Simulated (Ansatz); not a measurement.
# ZnSe (F-43m): dielectric-dependent hybrid calculation in Python

The task is a dielectric-dependent hybrid calculation, for ZnSe (F-43m).

All numbers are computed with the Python package of Ansatz 0.2.0. The levels of theory stand in the script.

### 1 Starting point

It takes space group F-43m (No. 216, cubic). The conventional cell has a = 5.668 Å, b = 5.668 Å, c = 5.668 Å, α = 90.00°, β = 90.00°, γ = 90.00°. Zn (site symmetry -43m) is surrounded by 4 Se at 2.45 Å. Around Se (site symmetry -43m) lie 4 Zn at 2.45 Å.

No structure file is read: the coordinates are typed or built in the script.

### 2 The code

Contents of znse_ddh.py:

```python
# -*- coding: utf-8 -*-
'''A hybrid whose exact exchange is one over the dielectric constant of ZnSe.'''

import ansatz
import numpy as np

CUTOFF_EV = 450
FILLING = 'fixed'


def count_gap(report):
    # lowest empty less highest filled band, counting bands; zero where they overlap
    return max(report.get('gap_by_band_count_ev') or 0.0, 0.0)

lattice = ansatz.Lattice.of(
    (0.0, 2.8338, 2.8338),
    (2.8338, 0.0, 2.8338),
    (2.8338, 2.8338, 0.0),
)
sites = [
    ('Zn', (0.0, 0.0, 0.0)),
    ('Se', (0.25, 0.25, 0.25)),
]
xtal = ansatz.Crystal(lattice=lattice)
for symbol, position in sites:
    xtal = xtal.atom(symbol, position)

model = (
    xtal.calculation()
    .basis(CUTOFF_EV)
    .kpoints(4, center='gamma')
    .occupations(FILLING)
    .band_table()
)
semilocal = model.functional('pbe').run(threads=1, backend='cpu').report
hybrid = model.functional(exchange='pbe', correlation='pbe', exact_fraction='inverse_dielectric').run(threads=1, backend='cpu').report
alpha = hybrid['hybrid']['exact_exchange_fraction']
print(f'fraction of exact exchange {alpha:.4f}, so eps_inf = {1 / alpha:.2f}')
print(f'gap by band count: {count_gap(semilocal):.3f} eV semilocal, {count_gap(hybrid):.3f} eV hybrid')
```

### 3 What the engine is handed

The engine receives this input (first run):

```yaml
crystal:
  lattice:
    - [0.0, 2.8338, 2.8338]
    - [2.8338, 0.0, 2.8338]
    - [2.8338, 2.8338, 0.0]
  atoms:
    - { symbol: Zn, position: [0.0, 0.0, 0.0] }
    - { symbol: Se, position: [0.25, 0.25, 0.25] }
basis:
  ecutwfc: 450.0
kpoints:
  mp_grid:
    grid: [4, 4, 4]
    shift: [0.0, 0.0, 0.0]
hamiltonian:
  xc: pbe
scf:
  occupations:
    method: fixed
output:
  eigenvalues: true
```

### 4 Launch

On the command line:

```console
$ python znse_ddh.py
```

Standard output:

```text
fraction of exact exchange 0.1376, so eps_inf = 7.26
gap by band count: 1.276 eV semilocal, 2.266 eV hybrid
```

It took 34 s on 1 thread of Arm Neoverse V1, shared host; peak memory 0.9 GiB.

### 5 Inputs of later runs

The engine's inputs for the other runs:

Run 2, against run 1:

```diff
@@ -16 +16,5 @@
-  xc: pbe
+  xc:
+    exchange: pbe
+    correlation: pbe
+    exx:
+      coeff: inverse_dielectric
```

### 6 The engine's runs

One row for each of the 2 runs:

| run | functional | hamiltonian.xc.exchange | hamiltonian.xc.correlation | energy (eV/atom) | gap on the mesh (eV) | SCF cycles | CPU time (s) |
| --- | --- | --- | --- | --- | --- | --- | --- |
| 1 | pbe | not set | not set | -4394.7305 | 1.28 | 6 | 0.79 |
| 2 | not set | pbe | pbe | -4395.1774 | 2.27 | 11 | 31 |

Totals hang on method, basis and potentials, so only like runs compare.

### 7 Results

| quantity | value |
| --- | --- |
| runs compared | 2 |
| gap on the mesh | 1.28 (pbe) to 2.27 eV (the functional composed in the script) |

The fraction is 0.1376, one over a mean dielectric constant (a third of the trace) of 7.26. It opens the gap from 1.276 to 2.266 eV, by 0.99 eV. Notes:
- Energy and stress may still move on a finer k-point mesh.
- Levels are Kohn-Sham eigenvalues on this mesh, without spin-orbit coupling.
- The gaps are those of a coarse mesh; the run finds the dielectric constant of the semilocal functional on meshes of its own.
